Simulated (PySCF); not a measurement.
# Tl₃Te⁺: a ladder of methods

How much do the numbers for Tl₃Te⁺ (singlet) hang on the method? All levels run at one geometry, the PBE0 minimum.

Method: several methods, basis Te def2-TZVP with ECP28, Tl def2-TZVP with ECP60, scalar-relativistic core potentials, no spin–orbit coupling, density fitting; program: PySCF 2.14.0.

## (1) Where the work starts

4 atoms, charge 1, spin multiplicity 1.

Bond lengths: Te1–Tl2 2.989 Å, Te1–Tl3 2.989 Å, Te1–Tl4 2.989 Å. Angles: Tl2–Te1–Tl3 120.0°, Tl2–Te1–Tl4 120.0°, Tl3–Te1–Tl4 120.0°.

```xyz
4
charge 1 multiplicity 1
Te    0.0000    0.0000    0.0000
Tl    2.9892    0.0000    0.0000
Tl   -1.4946    2.5887    0.0000
Tl   -1.4946   -2.5887    0.0000
```

## (2) PBE0

The steps are one call of a driver around PySCF; scf.py gives each level's set-up. Each SCF starts from the density of the minimum. The driver also runs the species with one electron less or more at the same geometry (one less: multiplicity 2, one more: multiplicity 2); their logs are not shown.

The input, scf.py:

```python
from pyscf import gto, scf, dft
mol = gto.M(atom='''
Te    -0.000000     0.000000    -0.000000
Tl     2.989173    -0.000014     0.000000
Tl    -1.494574     2.588707     0.000000
Tl    -1.494599    -2.588692    -0.000000''',
    basis={'Te': 'def2-TZVP', 'Tl': 'def2-TZVP'},
    ecp={'Te': 'def2-TZVP', 'Tl': 'def2-TZVP'},
    charge=1, spin=0)
mf = dft.RKS(mol, xc='PBE0')
mf.grids.atom_grid = (99, 590)
aux = {'Te': 'def2-universal-JKFIT', 'Tl': 'def2-universal-JKFIT'}
mf = mf.density_fit(auxbasis=aux)
mf.kernel()
```

## (3) HF

Changes to scf.py since step 2:

```diff
@@ -10,2 +10 @@
-mf = dft.RKS(mol, xc='PBE0')
-mf.grids.atom_grid = (99, 590)
+mf = scf.RHF(mol)
```

## (4) MP2

Changes to scf.py since step 3:

```diff
@@ -13,0 +14,2 @@
+from pyscf.mp import dfmp2
+dfmp2.DFMP2(mf, frozen=16).kernel()  # the driver gives MP2 a fitting basis of its own (RI)
```

(Steps that only read results are left out.)

Before running it: what results should come out? Wanted: vertical ionisation energy, range; vertical electron affinity, range.

As calculated:

| quantity | value |
| --- | --- |
| vertical ionisation energy, range | 9.83 (HF) to 10.91 (PBE0) eV |
| vertical electron affinity, range | 3.32 (HF) to 4.04 (PBE0) eV |

What this shows: The vertical ionisation energy spreads over 1.08 eV, from HF to PBE0; without a CCSD(T) value for it there is no yardstick here. With an element this heavy the missing spin–orbit coupling can shift these numbers.
